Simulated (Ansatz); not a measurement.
# GeH4O2Si: vertical spin-state energies from a Python script

Which spin state of GeH4O2Si lies lowest at this geometry? The task is vertical spin-state energies, for GeH4O2Si.

Program: Ansatz 0.2.0, driven from Python. Level of theory: CAM-B3LYP/def2-TZVP. These are calculated values, not measurements.

## (1) The system

Bond lengths: O1–Si2 1.659 Å, Si2–O3 1.683 Å, Si2–Ge4 2.322 Å, O3–Ge4 1.804 Å, O1–H5 1.019 Å, Si2–H6 1.483 Å, Ge4–H7 1.506 Å, Ge4–H8 1.569 Å. Angles: O1–Si2–O3 108.5°, O1–Si2–Ge4 114.9°, O1–Si2–H6 120.8°, O3–Si2–Ge4 50.5°, O3–Si2–H6 110.3°, Ge4–Si2–H6 124.2°, Si2–O1–H5 107.0°, Si2–O3–Ge4 83.4°, Si2–Ge4–O3 46.0°, Si2–Ge4–H7 120.3°, Si2–Ge4–H8 114.7°, O3–Ge4–H7 113.8°, O3–Ge4–H8 106.7°, H7–Ge4–H8 124.8°.

No structure file is read: the coordinates are typed or built in the script.

## (2) The script

File spin_geh4o2si.py:

```python
# -*- coding: utf-8 -*-
'''Vertical spin-state energies of GeH4O2Si.'''

import ansatz as az

GEOMETRY = '''
O    -1.72310    0.84220   -0.52000
Si   -0.07340    0.67130   -0.57380
O     0.51830    0.70110    1.00100
Ge    0.77380   -1.06220    0.71780
H    -2.08420    0.52520   -1.41870
H     0.75150    1.53750   -1.45120
H     2.22320   -1.45540    0.60380
H    -0.29400   -1.81690    1.58520
'''

mol = az.Crystal.molecule()
for line in GEOMETRY.strip().splitlines():
    symbol, *xyz = line.split()
    mol = mol.atom(symbol, [float(v) for v in xyz])

job = (
    mol.calculation()
    .basis(gaussian='def2-TZVP')
    .functional('cam_b3lyp')
)
found = {}
for unpaired in [0, 2]:
    data = job.spin('collinear', total=unpaired).run().report
    s = unpaired / 2
    found[unpaired] = data['free_energy_ev']
    print(f'2S+1 = {unpaired + 1}: E = {found[unpaired]:.5f} eV, <S^2> = {abs(data["mean_field"]["state"]["spin_squared"]):.3f} (pure state {s * (s + 1):.2f})')
lowest = min(found, key=found.get)
for unpaired, e in found.items():
    print(f'multiplicity {unpaired + 1}: {23.060548 * (e - found[lowest]):.1f} kcal/mol above the lowest')
```

## (3) What the engine is handed

The engine receives this input (first run):

```yaml
crystal:
  periodic: [false, false, false]
  atoms:
    - { symbol: O, position_ang: [-1.7231, 0.8422, -0.52] }
    - { symbol: Si, position_ang: [-0.0734, 0.6713, -0.5738] }
    - { symbol: O, position_ang: [0.5183, 0.7011, 1.001] }
    - { symbol: Ge, position_ang: [0.7738, -1.0622, 0.7178] }
    - { symbol: H, position_ang: [-2.0842, 0.5252, -1.4187] }
    - { symbol: H, position_ang: [0.7515, 1.5375, -1.4512] }
    - { symbol: H, position_ang: [2.2232, -1.4554, 0.6038] }
    - { symbol: H, position_ang: [-0.294, -1.8169, 1.5852] }
basis:
  gaussian:
    orbitals: def2-TZVP
hamiltonian:
  xc: cam_b3lyp
magnetization:
  spin_polarized: true
  initial_magnetization: 0.0
```

## (4) Running it

Run with:

```
$ python spin_geh4o2si.py
```

The program printed:

```text
2S+1 = 1: E = -68560.39471 eV, <S^2> = 0.000 (pure state 0.00)
2S+1 = 3: E = -68557.28416 eV, <S^2> = 2.005 (pure state 2.00)
multiplicity 1: 0.0 kcal/mol above the lowest
multiplicity 3: 71.7 kcal/mol above the lowest
```

Wall time 38 s (1 thread of Intel Xeon Platinum 8488C (Sapphire Rapids), shared host); peak memory 0.68 GiB.

## (5) What changed from run to run

The engine's inputs for the other runs:

Run 2, against run 1:

```diff
@@ -19 +19 @@
-  initial_magnetization: 0.0
+  initial_magnetization: 2.0
```

## (6) What each run gave

One row for each of the 2 runs:

| run | 2S+1 | energy from run 1 (eV) | <S²> | SCF cycles | CPU time (s) |
| --- | --- | --- | --- | --- | --- |
| 1 | 1 | 0.0000 | 0.00 | 18 | 12 |
| 2 | 3 | 3.1105 | 2.01 | 29 | 25 |

## (7) What came out

| quantity | value |
| --- | --- |
| runs compared | 2 |
| lowest | run 1 (2S+1 = 1) |
| next above it by | 3.111 eV |

In words: In order: multiplicity 1 (+0.00 eV) and multiplicity 3 (+3.11 eV), all at the one geometry. The geometry is a force-field or estimated start, not a minimum of this method, and the basis set is short of its limit. All parts are taken at fixed geometry, without zero-point energy.
